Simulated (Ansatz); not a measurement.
# GaTe2O: the cost of one run

Computed with Ansatz 0.2.0 (DFT PBE, scalar-relativistic, plane waves, PAW, unless a step's input says otherwise).

## (1) Starting point

Symmetry: P6/mmm, No. 191, hexagonal system. Conventional cell: a = 3.844 Å, b = 3.844 Å, c = 8.805 Å, α = 90.00°, β = 90.00°, γ = 120.00°. Ga (site symmetry 6/mmm) is surrounded by 2 Te at 2.78 Å. Around Te (site symmetry 6mm) lie 1 O at 1.62 Å. O (site symmetry 6/mmm) has 2 Te at 1.62 Å as nearest neighbours.

Coordinates:

```
Ga Te O
1.0
     3.84351    0.00000    0.00000
    -1.92176    3.32858    0.00000
     0.00000    0.00000    8.80452
Ga Te O
1 2 1
Direct
  0.00000 0.00000 0.00000
  0.00000 0.00000 0.68447
  0.00000 0.00000 0.31553
  0.00000 0.00000 0.50000
```

Recipe of the guess: random cell by space group and Wyckoff sites (P6/mmm, No. 191). Lengths come from tabulated atomic sizes and are only a guess.

## (2) The guess as it stands, on a coarse mesh

The input, input.yaml:

```yaml
crystal:
  lattice:
    - [3.8435147, 0.0, 0.0]
    - [-1.92175735, 3.32858137, 0.0]
    - [0.0, 0.0, 8.80452402]
  atoms:
    - { symbol: Ga, position: [0.0, 0.0, 0.0] }
    - { symbol: Te, position: [0.0, 0.0, 0.68447266] }
    - { symbol: Te, position: [0.0, 0.0, 0.31552734] }
    - { symbol: O, position: [0.0, 0.0, 0.5] }
basis:
  ecutwfc: 420
kpoints:
  mp_grid: { grid: [6, 6, 2] }
hamiltonian:
  xc: pbe
scf:
  occupations: { method: gaussian, width: 0.1 }
  lower_state_search: "off"
output:
  forces: true
  stress: true
  eigenvalues: true
```

Command:

```console
ansatz run input.yaml --threads 1 --pin off --max-ram 2560MiB --backend cpu --events-out ev --progress --plain --runs-dir out
```

Q: Estimate wall time and peak memory on 1 thread of Arm Neoverse V2, shared host.

About 2.8 s, with a peak of 0.37 GiB.
